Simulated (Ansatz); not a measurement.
**F2H6N2SSi2: up Jacob's ladder to CCSD(T)**

The task here is to estimate one member of a computed series from the others.

Method: functionals in def2-TZVPP, the program's frozen cores in correlated methods; program: Ansatz 0.2.0, Gaussian basis.

Plan: PBE-D4, r2SCAN-D4, PBE0-D4, B3LYP-D4, ωB97X-V, ωB97M-V, B2PLYP; CCSD(T)/def2-TZVPP; MP2/def2-QZVPP; extrapolation to the limit.

**The relaxed structure**

The geometry comes from an earlier relaxation with PBE0-D4 in a triple-zeta def2 set; it is a stationary point, not always the lowest conformer.

SMILES `N[Si@@H](F)S[Si@@H](N)F`, 13 atoms, charge 0, spin multiplicity 1.

Atoms are counted from 1 here; the program's logs count them from 0.

Bond lengths: N1–Si2 1.694 Å, N1–H8 1.008 Å, N1–H9 1.009 Å, Si2–F3 1.594 Å, Si2–S4 2.150 Å, Si2–H10 1.475 Å, S4–Si5 2.116 Å, Si5–N6 1.686 Å, Si5–F7 1.612 Å, Si5–H11 1.476 Å, N6–H12 1.006 Å, N6–H13 1.006 Å. Angles: Si2–N1–H8 120.2°, Si2–N1–H9 117.6°, H8–N1–H9 111.2°, N1–Si2–F3 107.3°, N1–Si2–S4 117.8°, N1–Si2–H10 109.1°, F3–Si2–S4 101.8°, F3–Si2–H10 110.8°, S4–Si2–H10 109.8°, Si2–S4–Si5 98.5°, S4–Si5–N6 107.6°, S4–Si5–F7 106.7°, S4–Si5–H11 115.0°, N6–Si5–F7 114.5°, N6–Si5–H11 108.7°, F7–Si5–H11 104.4°, Si5–N6–H12 122.5°, Si5–N6–H13 123.0° and more.

Set-up of the first run:

in.yaml reads:

```yaml
crystal:
  periodic: [false, false, false]
  atoms:
    - {symbol: N, position_ang: [0.039166, 2.466904, -0.294956]}
    - {symbol: Si, position_ang: [-0.127177, 1.536389, 1.111223]}
    - {symbol: F, position_ang: [-1.061320, 2.352450, 2.111647]}
    - {symbol: S, position_ang: [-1.175179, -0.334164, 0.955831]}
    - {symbol: Si, position_ang: [0.329442, -1.454615, -0.022521]}
    - {symbol: N, position_ang: [-0.437398, -2.559057, -1.039838]}
    - {symbol: F, position_ang: [1.279443, -0.394373, -0.779437]}
    - {symbol: H, position_ang: [-0.777515, 2.822892, -0.766932]}
    - {symbol: H, position_ang: [0.751464, 2.193610, -0.954733]}
    - {symbol: H, position_ang: [1.205983, 1.314763, 1.702925]}
    - {symbol: H, position_ang: [1.241803, -2.191491, 0.873518]}
    - {symbol: H, position_ang: [-0.000479, -3.415427, -1.335390]}
    - {symbol: H, position_ang: [-1.268244, -2.337862, -1.561337]}
basis:
  gaussian: {orbitals: def2-TZVPP}
hamiltonian: {xc: pbe, dispersion: d4}
output: {forces: true, orbitals: {seedname: orbitals}}
```

On the command line:

```bash
> ansatz run in.yaml --threads 2 --pin off --events-out ev --progress --plain --max-ram 20480MiB --backend cuda --devices 0, --max-vram 18GiB
```

Steps of the session up to this table: PBE-D4 (GGA); r2SCAN-D4 (meta-GGA); PBE0-D4 (hybrid); B3LYP-D4 (hybrid); ωB97X-V (range-separated); ωB97M-V (range-separated); B2PLYP (double hybrid); CCSD(T) in def2-TZVPP; MP2 in def2-QZVPP.

One of the session's tables, all rows but one given; the rest of the session is left out.

It belongs to the step «Atomisation energies». 

| method | atomisation energy (kcal/mol) |
| --- | --- |
| PBE-D4 | 1165.2 |
| r2SCAN-D4 | 1150.0 |
| PBE0-D4 | ? |
| B3LYP-D4 | 1149.0 |
| ωB97X-V | 1160.1 |
| ωB97M-V | 1158.8 |
| B2PLYP | 1136.2 |
| HF/def2-TZVPP | 813.8 |
| MP2/def2-TZVPP | 1141.2 |
| CCSD/def2-TZVPP | 1096.1 |
| CCSD(T)/def2-TZVPP | 1114.4 |
| MP2/CBS | 1183.2 |
| CCSD(T)/CBS | 1156.3 |

Estimate the missing values for PBE0-D4.

As computed: atomisation energy (kcal/mol): 1142.0. In the column «atomisation energy (kcal/mol)» it lies between MP2/def2-TZVPP (1141.2) and B3LYP-D4 (1149.0).
